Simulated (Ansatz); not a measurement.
# ClHSSn: a ladder of functionals and wavefunction methods

How much do the methods differ for ClHSSn? The plan is to run it at one geometry with functionals of several rungs and with coupled cluster. The yardstick is the atomisation energy at the CCSD(T) limit.

Program: Ansatz 0.2.0, Gaussian basis. Level of theory: functionals in def2-TZVPP, the program's frozen cores in correlated methods. These are calculated values, not measurements.

The runs, in order: LDA (SPW92), PBE-D4, revPBE-D4, BLYP-D4, r2SCAN-D4, B97M-V, PBE0-D4, B3LYP-D4, r2SCANh-D4, r2SCAN0-D4, HSE06-D4, BHLYP-D4, CAM-B3LYP-D4, LC-ωPBE, ωB97X-V, ωB97M-V, B2PLYP, PBE-QIDH; CCSD(T)/def2-SVP; CCSD(T)/def2-TZVPP; MP2/def2-QZVPP; extrapolation to the limit; RPA on PBE.

## (1) The geometry

All runs share one geometry, relaxed beforehand with PBE0-D4 in a triple-zeta def2 set. Sn takes the def2 core potential; no spin-orbit term is included.

SMILES `[SH][Sn][Cl]`, 4 atoms, charge 0, spin multiplicity 1.

Atoms are counted from 1 here; the program's logs count them from 0.

Bond lengths: S1–Sn2 2.427 Å, S1–H4 1.344 Å, Sn2–Cl3 2.379 Å. Angles: Sn2–S1–H4 93.1°, S1–Sn2–Cl3 96.5°.

## (2) LDA

This LDA is Slater exchange with PW92 correlation.

Contents of in.yaml:

```yaml
crystal:
  periodic: [false, false, false]
  atoms:
    - {symbol: S, position_ang: [0.185657, 1.488532, -0.409673]}
    - {symbol: Sn, position_ang: [-1.395689, -0.351698, -0.341832]}
    - {symbol: Cl, position_ang: [0.088794, -1.950306, 0.607845]}
    - {symbol: H, position_ang: [1.176738, 0.753271, 0.123361]}
basis:
  gaussian: {orbitals: def2-TZVPP}
hamiltonian: {xc: lda}
output: {orbitals: {seedname: orbitals}}
```

Further steps of the session: PBE-D4 (GGA); revPBE-D4 (GGA); BLYP-D4 (GGA); r2SCAN-D4 (meta-GGA); B97M-V (meta-GGA); PBE0-D4 (hybrid); B3LYP-D4 (hybrid); r2SCANh-D4 (hybrid); r2SCAN0-D4 (hybrid); HSE06-D4 (hybrid); BHLYP-D4 (hybrid); CAM-B3LYP-D4 (range-separated); LC-ωPBE-D4 (range-separated); ωB97X-V (range-separated); ωB97M-V (range-separated); B2PLYP (double hybrid); PBE-QIDH (double hybrid); CCSD(T) in def2-SVP; CCSD(T) in def2-TZVPP; MP2 in def2-QZVPP; RPA on PBE orbitals.

Before running them: what should the planned runs give, taken together? Wanted: atomisation energy, CCSD(T)/CBS; farthest beyond LDA; mean size of error, GGA; mean size of error, meta-GGA; mean size of error, hybrid; mean size of error, range-separated; mean size of error, double hybrid; gap, smallest and largest; T1 diagnostic.

The runs gave:

| quantity | value |
| --- | --- |
| atomisation energy, CCSD(T)/CBS | 1084.1 kJ/mol |
| functionals within 10.8 kJ/mol (1.0 %) | BLYP-D4, r2SCAN-D4, ωB97X-V, ωB97M-V |
| farthest beyond LDA | LC-ωPBE (-61.7 kJ/mol) |
| mean size of error, GGA | 12.9 kJ/mol |
| mean size of error, meta-GGA | 14.1 kJ/mol |
| mean size of error, hybrid | 24.9 kJ/mol |
| mean size of error, range-separated | 25.8 kJ/mol |
| mean size of error, double hybrid | 34.7 kJ/mol |
| gap, smallest and largest | 2.95 eV (BLYP-D4), 9.02 eV (LC-ωPBE) |
| T1 diagnostic | 0.0150 |
| triples share of the correlation energy | 3.9 % |

What this shows: The LDA atomisation energy is off by 174.3 kJ/mol (16 %): it overbinds. PBE-D4 is off by +21.7 kJ/mol. Double hybrids carry the basis error of their MP2 part in triple zeta, and no dispersion term here, so their miss is partly the set-up's. Taken by rung, GGA functionals do best (12.9 kJ/mol on average) and double hybrid ones worst beyond LDA (34.7 kJ/mol). The gap between the best rungs is small, so their order is not settled. Misses under about 10.8 kJ/mol are within the doubt on the reference itself, which lacks core-valence correlation, spin-orbit coupling and higher excitations, and its outer-core shells are covered unevenly. All levels share the lack of spin-orbit coupling, which lowers the free heavy atoms and so the true binding. Hartree-Fock recovers 65 % of the binding; the rest is correlation. CCSD(T) in def2-SVP is off by -145.6 kJ/mol, more than most functionals: a good method in a small basis is no reference. The gap grows from 3.0 to 9.0 eV across the functionals, mostly with the share of exact exchange. Correlated methods include outer-core shells of Sn, which these sets cover unevenly.
